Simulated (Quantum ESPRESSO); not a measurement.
Wanted: an ASE script for a Quantum ESPRESSO 7.5 run.

| Quantity | Value |
| --- | --- |
| Task | relaxation of cell and atoms |
| Functional | AM05 |
| Dispersion | D4 |
| Potentials or basis | PseudoDojo 0.4.1 SR PBE standard |
| Cutoff | 1170 eV |
| Density cutoff | 4680 eV |
| k mesh | 7 × 7 × 4 |
| Occupations | fermi-dirac, width 0.05 eV |
| Spin | no spin polarisation |
| ASE optimiser | BFGS |
| Dispersion computed by | dftd4 4.3.1 through ASE |
| Mixing beta | 0.5 |
| Most SCF iterations | 120 |
| SCF threshold | 6e-10 Ry |

The structure of SnSe2 lies in POSCAR:

```
SnSe2
1.0
    3.8110000000      0.0000000000      0.0000000000
   -1.9055000000      3.3004228138      0.0000000000
    0.0000000000      0.0000000000      6.1360000000
Sn Se
1 2
Direct
    0.0000000000      0.0000000000      0.0000000000
    0.6666666667      0.3333333333      0.7510000000
    0.3333333333      0.6666666667      0.2490000000
```

One way to write it, as run:

run.py

```python
import numpy as np
from ase.calculators.espresso import Espresso, EspressoProfile
from ase.io import read

atoms = read('POSCAR')

input_data = {
    'control': {'calculation': 'scf', 'prefix': 'pwscf', 'outdir': './tmp', 'tprnfor': True, 'tstress': True, 'disk_io': 'low'},
    'system': {'ecutwfc': 86.0, 'nbnd': 32, 'input_dft': 'XC-000I-000I-120L-135L-000I-000I', 'occupations': 'smearing', 'smearing': 'fd', 'degauss': 0.00367493},
    'electrons': {'conv_thr': 6e-10, 'electron_maxstep': 120, 'mixing_beta': 0.5},
}
pseudopotentials = {'Se': 'Se.upf', 'Sn': 'Sn.upf'}
profile = EspressoProfile(command='pw.x', pseudo_dir='pseudo')
dft = Espresso(profile=profile, input_data=input_data, pseudopotentials=pseudopotentials, kpts=(7, 7, 4), koffset=(0, 0, 0))
from ase.calculators.mixing import SumCalculator
from dftd4.ase import DFTD4
d4 = DFTD4(method='am05')
atoms.calc = SumCalculator([dft, d4])

from ase.optimize import BFGS
from ase.filters import FrechetCellFilter
done = BFGS(FrechetCellFilter(atoms), trajectory='opt.traj').run(fmax=0.02, steps=30)
print('converged', done)
print('cell (A)', np.round(atoms.cell.cellpar(), 5))
print(f'energy {atoms.get_potential_energy():.8f} eV')
print('forces (eV/A)')
print(np.round(atoms.get_forces(), 6))
print('stress (eV/A^3, Voigt)')
print(np.round(atoms.get_stress(), 8))
print(f'Fermi level {dft.get_fermi_level():.4f} eV')
print(f'D4 part {d4.get_potential_energy(atoms):.8f} eV')
atoms.write('final.traj')
```

Potentials or basis: PseudoDojo 0.4.1 SR PBE standard.

Run with:

```console
$ OMP_NUM_THREADS=1 python run.py
```

Results of the run:

The relaxed volume is 25.17 Å³/atom and the relaxed cell is a = 3.803 Å, b = 3.803 Å, c = 6.030 Å, α = 90.00°, β = 90.00°, γ = 120.00°. The space group after relaxing (to 0.05 Å) is P-3m1 (No. 164). The energy gained by relaxing is 9.7 meV/atom, the ionic steps are 13 and the pressure after relaxing is 0.1 GPa. The largest force after relaxing is 0.011 eV/Å and the band gap on the k mesh is 0.60 eV, indirect (least direct gap 0.95 eV). The dispersion energy per atom is -0.232 eV.

Caveat: the potentials were made for another functional, which shifts forces and pressure; spin-orbit coupling is left out, which moves the levels of the heavy elements; an odd mesh through Γ misses points on the zone boundary, where band edges often lie.

Wall time 23 min on 1 thread of Arm Neoverse V1, with other jobs on the host, peak memory 0.18 GiB.
